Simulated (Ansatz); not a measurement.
**H7NOSi2: one species, many methods**

One table from this session's results is given with a row withheld; the runs are named, their logs left out.

Method: functionals in def2-TZVPP, the program's frozen cores in correlated methods; program: Ansatz 0.2.0, Gaussian basis.

The runs, in order: LDA (SPW92), PBE-D4, revPBE-D4, BLYP-D4, r2SCAN-D4, B97M-V, PBE0-D4, B3LYP-D4, r2SCANh-D4, r2SCAN0-D4, HSE06-D4, BHLYP-D4, CAM-B3LYP-D4, LC-ωPBE, ωB97X-V, ωB97M-V, B2PLYP, PBE-QIDH; CCSD(T)/def2-SVP; CCSD(T)/def2-TZVPP; MP2/def2-QZVPP; extrapolation to the limit; RPA on PBE.

### The relaxed structure

All runs share one geometry, relaxed beforehand with PBE0-D4 in a triple-zeta def2 set.

SMILES `N[SiH2]O[SiH3]`, 11 atoms, charge 0, spin multiplicity 1.

Atoms are counted from 1 here; the program's logs count them from 0.

Bond lengths: N1–Si2 1.701 Å, N1–H5 1.007 Å, N1–H6 1.007 Å, Si2–O3 1.640 Å, Si2–H7 1.484 Å, Si2–H8 1.484 Å, O3–Si4 1.630 Å, Si4–H9 1.487 Å, Si4–H10 1.484 Å, Si4–H11 1.487 Å. Angles: Si2–N1–H5 121.3°, Si2–N1–H6 121.3°, H5–N1–H6 111.5°, N1–Si2–O3 114.3°, N1–Si2–H7 107.5°, N1–Si2–H8 107.5°, O3–Si2–H7 107.7°, O3–Si2–H8 107.7°, H7–Si2–H8 112.2°, Si2–O3–Si4 148.8°, O3–Si4–H9 110.5°, O3–Si4–H10 108.5°, O3–Si4–H11 110.5°, H9–Si4–H10 109.2°, H9–Si4–H11 108.7°, H10–Si4–H11 109.3°.

Set-up of the first run:

The input, in.yaml:

```yaml
crystal:
  periodic: [false, false, false]
  atoms:
    - {symbol: N, position_ang: [-0.459750, 2.295232, -0.214046]}
    - {symbol: Si, position_ang: [-0.842094, 0.638186, -0.257912]}
    - {symbol: O, position_ang: [0.410507, -0.352453, 0.113866]}
    - {symbol: Si, position_ang: [0.970387, -1.866626, 0.338491]}
    - {symbol: H, position_ang: [-0.352063, 2.783732, 0.659417]}
    - {symbol: H, position_ang: [0.078456, 2.726724, -0.947072]}
    - {symbol: H, position_ang: [-1.915683, 0.400580, 0.738118]}
    - {symbol: H, position_ang: [-1.276445, 0.316355, -1.639426]}
    - {symbol: H, position_ang: [0.835791, -2.663009, -0.910334]}
    - {symbol: H, position_ang: [2.403176, -1.788498, 0.716899]}
    - {symbol: H, position_ang: [0.213117, -2.547125, 1.422701]}
basis:
  gaussian: {orbitals: def2-TZVPP}
hamiltonian: {xc: lda}
output: {orbitals: {seedname: orbitals}}
```

Steps of the session up to this table: LDA; PBE-D4 (GGA); revPBE-D4 (GGA); BLYP-D4 (GGA); r2SCAN-D4 (meta-GGA); B97M-V (meta-GGA); PBE0-D4 (hybrid); B3LYP-D4 (hybrid); r2SCANh-D4 (hybrid); r2SCAN0-D4 (hybrid); HSE06-D4 (hybrid); BHLYP-D4 (hybrid); CAM-B3LYP-D4 (range-separated); LC-ωPBE-D4 (range-separated; the results give it without D4); ωB97X-V (range-separated); ωB97M-V (range-separated); B2PLYP (double hybrid); PBE-QIDH (double hybrid).

One of the session's tables, all rows but one given; the rest of the session is left out.

It belongs to the step «Frontier levels by functional». 

| functional | HOMO (eV) | LUMO (eV) | gap (eV) |
| --- | --- | --- | --- |
| LDA (SPW92) | -6.60 | -0.81 | 5.78 |
| PBE-D4 | -6.42 | -0.55 | 5.88 |
| revPBE-D4 | -6.36 | -0.43 | 5.93 |
| BLYP-D4 | ? | ? | ? |
| r2SCAN-D4 | -6.72 | -0.11 | 6.61 |
| B97M-V | -6.87 | -0.41 | 6.46 |
| PBE0-D4 | -7.88 | 0.31 | 8.19 |
| B3LYP-D4 | -7.60 | 0.08 | 7.69 |
| r2SCANh-D4 | -7.27 | 0.17 | 7.44 |
| r2SCAN0-D4 | -8.10 | 0.57 | 8.67 |
| HSE06-D4 | -7.47 | -0.07 | 7.40 |
| BHLYP-D4 | -9.23 | 1.13 | 10.36 |
| CAM-B3LYP-D4 | -9.33 | 1.25 | 10.57 |
| LC-ωPBE | -10.79 | 2.45 | 13.24 |
| ωB97X-V | -10.39 | 2.28 | 12.67 |
| ωB97M-V | -10.31 | 1.92 | 12.23 |

Estimate the missing values for BLYP-D4.

Worked estimate for «HOMO (eV)». Against the share of exact exchange, B3LYP-D4 (0.2, -7.60), BHLYP-D4 (0.5, -9.23) give a slope of -5.43 per unit share; at 0 the line stands at -6.51.

**Answer.** HOMO (eV): -6.28; LUMO (eV): -0.42; gap (eV): 5.86. In «HOMO (eV)» the line misses by -0.23.
